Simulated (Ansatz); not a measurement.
# Bi3Ir: the cost of one run

Program: Ansatz 0.2.0. Level of theory: DFT PBE, scalar-relativistic, plane waves, PAW. These are calculated values, not measurements.

## (1) The system as given

Symmetry: Pm-3m, No. 221, cubic system. The conventional cell has a = 4.692 Å, b = 4.692 Å, c = 4.692 Å, α = 90.00°, β = 90.00°, γ = 90.00°. Around Bi (site symmetry 4/mmm) lie 8 Bi at 3.32 Å and 4 Ir at 3.32 Å. Ir (site symmetry m-3m) is surrounded by 12 Bi at 3.32 Å.

As a file:

```cif
data_structure
_symmetry_space_group_name_H-M 'P 1'
_symmetry_Int_Tables_number 1
_cell_length_a 4.6922
_cell_length_b 4.6922
_cell_length_c 4.6922
_cell_angle_alpha 90.000
_cell_angle_beta 90.000
_cell_angle_gamma 90.000
_cell_volume 103.31
loop_
_atom_site_label
_atom_site_type_symbol
_atom_site_fract_x
_atom_site_fract_y
_atom_site_fract_z
_atom_site_occupancy
Bi1 Bi 0.00000 0.50000 0.50000 1
Bi2 Bi 0.50000 0.00000 0.50000 1
Bi3 Bi 0.50000 0.50000 0.00000 1
Ir1 Ir 0.00000 0.00000 0.00000 1
```

This is candidate A: Cu3Au (L1_2) type (Pm-3m, No. 221).

(A quick probe on a coarse mesh, which set the mesh and smearing, is not shown.)

## (3) The relaxation (candidate A)

The input, input.yaml:

```yaml
crystal:
  lattice:
    - [4.6922040376, 0.0, 0.0]
    - [0.0, 4.6922040376, 0.0]
    - [0.0, 0.0, 4.6922040376]
  atoms:
    - { symbol: Bi, position: [0.0, 0.5, 0.5] }
    - { symbol: Bi, position: [0.5, 0.0, 0.5] }
    - { symbol: Bi, position: [0.5, 0.5, 0.0] }
    - { symbol: Ir, position: [0.0, 0.0, 0.0] }
basis:
  ecutwfc: 420
kpoints:
  mp_grid: { grid: [10, 10, 10] }
hamiltonian:
  xc: pbe
scf:
  occupations: { method: gaussian, width: 0.1 }
output:
  forces: true
  stress: true
  eigenvalues: true
relax:
  adjacent_minimum: "off"
  f_tol: 0.01
  max_steps: 80
  cell: { stress_tol: 0.05 }
```

Run with:

```console
> ansatz run input.yaml --threads 1 --pin off --max-ram 2560MiB --backend cpu --events-out ev --progress --plain --runs-dir out
```

What time and memory should one allow on 1 thread of Arm Neoverse V1, shared host?

About 45 s, with a peak of 0.46 GiB.
